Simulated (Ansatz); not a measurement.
# C2H5FSSi: one species, many methods

One table from this session's results is given with a row withheld; the runs are named, their logs left out.

Program: Ansatz 0.2.0, Gaussian basis. Level of theory: functionals in def2-TZVPP, the program's frozen cores in correlated methods. These are calculated values, not measurements.

The runs, in order: PBE-D4, r2SCAN-D4, PBE0-D4, B3LYP-D4, ωB97X-V, ωB97M-V, B2PLYP; CCSD(T)/def2-TZVPP; MP2/def2-QZVPP; extrapolation to the limit.

### Structure used throughout

An earlier PBE0-D4 in a triple-zeta def2 set relaxation fixed the geometry.

SMILES `C[Si]1(F)CS1`, 10 atoms, charge 0, spin multiplicity 1.

Atoms are counted from 1 here; the program's logs count them from 0.

Bond lengths: C1–Si2 1.843 Å, C1–H6 1.092 Å, C1–H7 1.092 Å, C1–H8 1.091 Å, Si2–F3 1.594 Å, Si2–C4 1.823 Å, Si2–S5 2.068 Å, C4–S5 1.894 Å, C4–H9 1.086 Å, C4–H10 1.086 Å. Angles: Si2–C1–H6 110.6°, Si2–C1–H7 110.3°, Si2–C1–H8 109.9°, H6–C1–H7 108.2°, H6–C1–H8 109.2°, H7–C1–H8 108.6°, C1–Si2–F3 108.6°, C1–Si2–C4 124.9°, C1–Si2–S5 122.5°, F3–Si2–C4 117.0°, F3–Si2–S5 118.4°, C4–Si2–S5 57.9°, Si2–C4–S5 67.6°, Si2–C4–H9 122.0°, Si2–C4–H10 119.9°, S5–C4–H9 112.5°, S5–C4–H10 112.0°, H9–C4–H10 113.2° and more.

The first run:

The input, in.yaml:

```yaml
crystal:
  periodic: [false, false, false]
  atoms:
    - {symbol: C, position_ang: [0.370759, -0.946344, 1.235691]}
    - {symbol: Si, position_ang: [0.484118, 0.305342, -0.112267]}
    - {symbol: F, position_ang: [1.989028, 0.353312, -0.635856]}
    - {symbol: C, position_ang: [-0.827886, 0.646331, -1.330841]}
    - {symbol: S, position_ang: [-0.605653, 2.062273, -0.092802]}
    - {symbol: H, position_ang: [0.732360, -1.917367, 0.889685]}
    - {symbol: H, position_ang: [0.978786, -0.640058, 2.089666]}
    - {symbol: H, position_ang: [-0.664755, -1.045232, 1.564168]}
    - {symbol: H, position_ang: [-1.809084, 0.185627, -1.263091]}
    - {symbol: H, position_ang: [-0.564570, 0.945015, -2.341451]}
basis:
  gaussian: {orbitals: def2-TZVPP}
hamiltonian: {xc: pbe, dispersion: d4}
output: {forces: true, orbitals: {seedname: orbitals}}
```

On the command line:

```sh
$ ansatz run in.yaml --threads 4 --pin off --events-out ev --progress --plain --max-ram 10444MiB
```

Steps of the session up to this table: PBE-D4 (GGA); r2SCAN-D4 (meta-GGA); PBE0-D4 (hybrid); B3LYP-D4 (hybrid); ωB97X-V (range-separated); ωB97M-V (range-separated); B2PLYP (double hybrid); CCSD(T) in def2-TZVPP; MP2 in def2-QZVPP.

One of the session's tables, all rows but one given; the rest of the session is left out.

```
            method  atomisation energy (kJ/mol)
            PBE-D4                       3935.1
         r2SCAN-D4                       3885.5
           PBE0-D4                       3874.4
          B3LYP-D4                       3842.5
           ωB97X-V                       3878.2
           ωB97M-V                       3880.3
            B2PLYP                       3811.7
     HF/def2-TZVPP                       2845.0
    MP2/def2-TZVPP                       3839.3
   CCSD/def2-TZVPP                       3695.8
CCSD(T)/def2-TZVPP                       3757.0
           MP2/CBS                       3947.3
       CCSD(T)/CBS                            ?
```

Estimate the missing values for CCSD(T)/CBS.

**Answer.** atomisation energy (kJ/mol): 3865.0. In the column «atomisation energy (kJ/mol)» it lies between B3LYP-D4 (3842.5) and PBE0-D4 (3874.4).
